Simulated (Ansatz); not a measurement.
**BH4InTe: small, medium and large basis sets**

The task here is to estimate one member of a computed series from the others.

Program: Ansatz 0.2.0, Gaussian basis. Level of theory: one geometry, several basis sets. These are calculated values, not measurements.

Levels to be run: PBE0-D4/def2-SVP; ωB97M-V/def2-SVP; PBE0-D4/def2-QZVPP; ωB97M-V/def2-QZVPP; the functionals' def2-TZVPP values are taken from earlier runs.

## Structure used throughout

The geometry comes from an earlier relaxation with PBE0-D4 in a triple-zeta def2 set; it is a stationary point, not always the lowest conformer. In, Te take the def2 core potential; no spin-orbit term is included.

7 atoms, charge 0, spin multiplicity 1.

Atoms are counted from 1 here; the program's logs count them from 0.

Bond lengths: In1–B2 2.229 Å, In1–H4 1.731 Å, In1–H5 1.731 Å, B2–Te3 2.102 Å, B2–H6 1.196 Å, Te3–H7 1.664 Å. Angles: B2–In1–H4 122.1°, B2–In1–H5 122.1°, H4–In1–H5 115.8°, In1–B2–Te3 124.3°, In1–B2–H6 124.9°, Te3–B2–H6 110.8°, B2–Te3–H7 98.2°.

The first run:

Contents of in.yaml:

```yaml
crystal:
  periodic: [false, false, false]
  atoms:
    - {symbol: In, position_ang: [-1.081351, 0.257703, -0.810253]}
    - {symbol: B, position_ang: [0.071271, 0.058455, 1.086927]}
    - {symbol: Te, position_ang: [2.088195, -0.524868, 1.191973]}
    - {symbol: H, position_ang: [-1.945762, -1.070965, -1.505369]}
    - {symbol: H, position_ang: [-1.127662, 1.737681, -1.706731]}
    - {symbol: H, position_ang: [-0.368014, 0.267189, 2.179983]}
    - {symbol: H, position_ang: [2.363324, -0.725195, -0.436541]}
basis:
  gaussian: {orbitals: def2-SVP}
hamiltonian: {xc: pbe0, dispersion: d4}
output: {orbitals: {seedname: orbitals}}
```

The run is started by

```sh
ansatz run in.yaml --threads 2 --pin off --events-out ev --progress --plain --max-ram 4352MiB
```

Steps of the session up to this table: PBE0-D4 in def2-SVP; ωB97M-V in def2-SVP; PBE0-D4 in def2-QZVPP; ωB97M-V in def2-QZVPP.

One table of the session follows, with a row left open; its other results are not shown here.

```
functional       basis  HOMO (eV)  LUMO (eV)
   PBE0-D4    def2-SVP      -7.12      -1.88
   PBE0-D4  def2-TZVPP      -7.14      -1.95
   PBE0-D4  def2-QZVPP      -7.14      -1.97
   ωB97M-V    def2-SVP      -9.13      -0.16
   ωB97M-V  def2-TZVPP      -9.17      -0.32
   ωB97M-V  def2-QZVPP          ?          ?
```

Q: Estimate the row for ωB97M-V, def2-QZVPP from the others.

As computed: HOMO (eV): -9.18; LUMO (eV): -0.35. In the column «HOMO (eV)» it is the lowest.
